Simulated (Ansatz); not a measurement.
# BH6NSiZn: one species, many methods

The task here is to estimate one member of a computed series from the others.

Computed with Ansatz 0.2.0, Gaussian basis. Level: functionals in def2-TZVPP, the program's frozen cores in correlated methods.

The runs, in order: LDA (SPW92), PBE-D4, revPBE-D4, BLYP-D4, r2SCAN-D4, B97M-V, PBE0-D4, B3LYP-D4, r2SCANh-D4, r2SCAN0-D4, HSE06-D4, BHLYP-D4, CAM-B3LYP-D4, LC-ωPBE, ωB97X-V, ωB97M-V, B2PLYP, PBE-QIDH; CCSD(T)/def2-SVP; CCSD(T)/def2-TZVPP; MP2/def2-QZVPP; extrapolation to the limit; RPA on PBE.

## Structure used throughout

The geometry comes from an earlier relaxation with PBE0-D4 in a triple-zeta def2 set; it is a stationary point, not always the lowest conformer.

10 atoms, charge 0, spin multiplicity 1.

Atoms are counted from 1 here; the program's logs count them from 0.

Bond lengths: N1–B2 1.390 Å, N1–H5 1.006 Å, N1–H6 1.007 Å, B2–Si3 2.021 Å, B2–H10 1.200 Å, Si3–H7 1.490 Å, Si3–H8 1.494 Å, Si3–H9 1.496 Å. Angles: B2–N1–H5 123.7°, B2–N1–H6 123.0°, H5–N1–H6 113.3°, N1–B2–Si3 121.0°, N1–B2–H10 117.4°, Si3–B2–H10 121.4°, B2–Si3–H7 113.0°, B2–Si3–H8 112.4°, B2–Si3–H9 109.7°, H7–Si3–H8 107.7°, H7–Si3–H9 106.9°, H8–Si3–H9 106.7°.

Set-up of the first run:

Contents of in.yaml:

```yaml
crystal:
  periodic: [false, false, false]
  atoms:
    - {symbol: N, position_ang: [-1.075216, 1.223835, -0.382705]}
    - {symbol: B, position_ang: [0.171196, 0.760955, 0.022001]}
    - {symbol: Si, position_ang: [0.387328, -1.081901, 0.822447]}
    - {symbol: Zn, position_ang: [1.332573, -0.569691, -2.507712]}
    - {symbol: H, position_ang: [-1.909537, 0.660958, -0.376676]}
    - {symbol: H, position_ang: [-1.226250, 2.155220, -0.734328]}
    - {symbol: H, position_ang: [1.725365, -1.680354, 0.555576]}
    - {symbol: H, position_ang: [-0.645259, -2.042277, 0.329299]}
    - {symbol: H, position_ang: [0.232078, -1.008135, 2.308057]}
    - {symbol: H, position_ang: [1.091023, 1.530391, -0.033060]}
basis:
  gaussian: {orbitals: def2-TZVPP}
hamiltonian: {xc: lda}
output: {orbitals: {seedname: orbitals}}
```

Command:

```
$ ansatz run in.yaml --threads 4 --pin off --events-out ev --progress --plain --max-ram 10444MiB
```

Among the steps run: LDA; PBE-D4 (GGA); revPBE-D4 (GGA); BLYP-D4 (GGA); r2SCAN-D4 (meta-GGA); B97M-V (meta-GGA); PBE0-D4 (hybrid); B3LYP-D4 (hybrid); r2SCANh-D4 (hybrid); r2SCAN0-D4 (hybrid); HSE06-D4 (hybrid); BHLYP-D4 (hybrid); CAM-B3LYP-D4 (range-separated); LC-ωPBE (range-separated); ωB97X-V (range-separated); ωB97M-V (range-separated); B2PLYP (double hybrid); PBE-QIDH (double hybrid).

One of the session's tables, all rows but one given; the rest of the session is left out.

It belongs to the step «Orbital energies across the functionals». 

| functional | HOMO (eV) | gap (eV) |
| --- | --- | --- |
| LDA (SPW92) | -5.87 | 3.69 |
| PBE-D4 | -5.63 | 3.66 |
| revPBE-D4 | -5.54 | 3.65 |
| BLYP-D4 | -5.58 | 3.78 |
| r2SCAN-D4 | -5.83 | 4.03 |
| B97M-V | -5.61 | 3.79 |
| PBE0-D4 | -6.35 | 5.16 |
| B3LYP-D4 | -6.32 | 4.99 |
| r2SCANh-D4 | -6.11 | 4.59 |
| r2SCAN0-D4 | -6.52 | 5.42 |
| HSE06-D4 | ? | ? |
| BHLYP-D4 | -7.04 | 6.74 |
| CAM-B3LYP-D4 | -7.61 | 7.45 |
| LC-ωPBE | -8.65 | 9.43 |
| ωB97X-V | -8.38 | 9.13 |
| ωB97M-V | -8.39 | 8.96 |

Q: Estimate the row for HSE06-D4 from the others.

The run gave: HOMO (eV): -5.95; gap (eV): 4.39. In the column «HOMO (eV)» it lies between r2SCANh-D4 (-6.11) and LDA (SPW92) (-5.87).
